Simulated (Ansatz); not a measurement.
**WB (doublet): the correlation ladder, def2-TZVPP**

The task here is to estimate one member of a computed series from the others.

Method: def2-TZVPP, core rule «outside noble gas», up to 5 orbitals frozen; program: Ansatz 0.2.0, Gaussian basis.

Plan: UHF; ROHF; CCSD(T) on UHF.

## The system

The geometry is a PBE0/def2-TZVP stationary point (not a proven minimum) of the parent state, kept for this charge and spin. No spin-orbit coupling is included. Elements past krypton take def2 core potentials.

2 atoms, charge 0, spin multiplicity 2.

Atoms are counted from 1 here; the program's logs count them from 0.

Bond lengths: W1–B2 1.962 Å.

Set-up of the first run:

File in.yaml:

```yaml
crystal:
  periodic: [false, false, false]
  atoms:
    - {symbol: W, position_ang: [0.000000, 0.000000, 0.000000]}
    - {symbol: B, position_ang: [0.000000, 0.000000, 1.962218]}
basis:
  gaussian: {orbitals: def2-TZVPP}
magnetization: {spin_polarized: true, initial_magnetization: 1}
hamiltonian: {xc: hf}
output: {orbitals: {seedname: orbitals}}
```

Launch:

```sh
ansatz run in.yaml --threads 1 --pin off --events-out ev --progress --plain --max-ram 2816MiB --backend cpu
```

Among the steps run: UHF; ROHF; CCSD(T) on UHF.

One of the session's tables, all rows but one given; the rest of the session is left out.

```
  method  from UCCSD(T) (kcal/mol)
    ROHF                   +201.09
     UHF                   +151.58
    UMP2                    +36.25
   UCCSD                         ?
UCCSD(T)                         0
```

Q: Estimate the row for UCCSD from the others.

The run gave: from UCCSD(T) (kcal/mol): +12.01. In the column «from UCCSD(T) (kcal/mol)» it lies between UCCSD(T) (0) and UMP2 (+36.25).

Limits of these values: The determinant is far from a pure spin state, so its energy mixes those of several spin states (harmless only where they are near-degenerate, as at dissociation). Warnings: spin contamination; coupled cluster took another determinant than the lowest.
